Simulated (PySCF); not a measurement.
# KC: bond curves at several levels of theory

The task here is to estimate one member of a computed series from the others.

Computed with PySCF 2.14.0. Level: K def2-TZVPP, C def2-TZVPP, no relativity.

Set-up of the first run:

The job is set up so:

| Quantity | Value |
| --- | --- |
| atoms | K, C |
| charge | 0 |
| basis | K def2-TZVPP, C def2-TZVPP |
| Hamiltonian | no relativity |
| basis functions | 64 |
| electrons treated | 25 |
| masses in u | 38.9637, 12.0000 |
| levels | PBE0, PBE, r²SCAN, TPSS, MN15, LDA, B2PLYP, ωB97X, HF, MP2, SCS-MP2, CCSD, CCSD(T) |
| grid | 80 radial by 434 angular points |
| occupations | held fixed by the projection of orbital angular momentum |
| dissociation limit | K + C, each in its ground configuration |
| starting distance in angstrom | 2.655 |
| values of 2S to try | 1, 3 |

Started as:

```bash
$ OMP_NUM_THREADS=1 python dia.py task.json out
```

Among the steps run: Input; PBE0 along the bond; Other states along the same grid; PBE (GGA); r²SCAN; TPSS; MN15 (hybrid meta-GGA); LDA (local density); B2PLYP (double hybrid); ωB97X; UHF; Adding correlation.

One of the session's tables, all rows but one given; the rest of the session is left out.

It belongs to the step «The curves together». Energy (eV) from each level's lowest point:

```
R (Å)    UHF  UHF-MP2  UHF-SCS-MP2  UHF-CCSD  UHF-CCSD(T)
2.192  0.581    0.467        0.479       n/a          n/a
2.294  0.288    0.216        0.224     0.230        0.227
2.396  0.113    0.073        0.077     0.081        0.079
2.473      ?        ?            ?         ?            ?
2.549  0.005    0.000        0.000     0.000        0.000
2.626  0.000    0.008        0.007     0.005        0.005
2.727  0.029    0.051        0.049     0.044        0.045
2.855  0.105    0.141        0.137     0.130        0.130
3.008  0.233    0.279        0.275     0.264        0.264
3.212  0.435    0.490        0.485       n/a          n/a
```

Estimate the missing values for R (Å) = 2.473.

Worked estimate for «UHF». A straight line through the neighbours (2.396, 0.113) and (2.549, 0.005) gives 0.113 + (0.005 − 0.113) × (2.473 − 2.396) / (2.549 − 2.396) = 0.059; a parabola fitted to 4 rows on both sides gives 0.038.

The run gave: UHF: 0.040; UHF-MP2: 0.019; UHF-SCS-MP2: 0.021; UHF-CCSD: 0.023; UHF-CCSD(T): 0.022. In «UHF» the line misses by +0.019 and the parabola by -0.002.
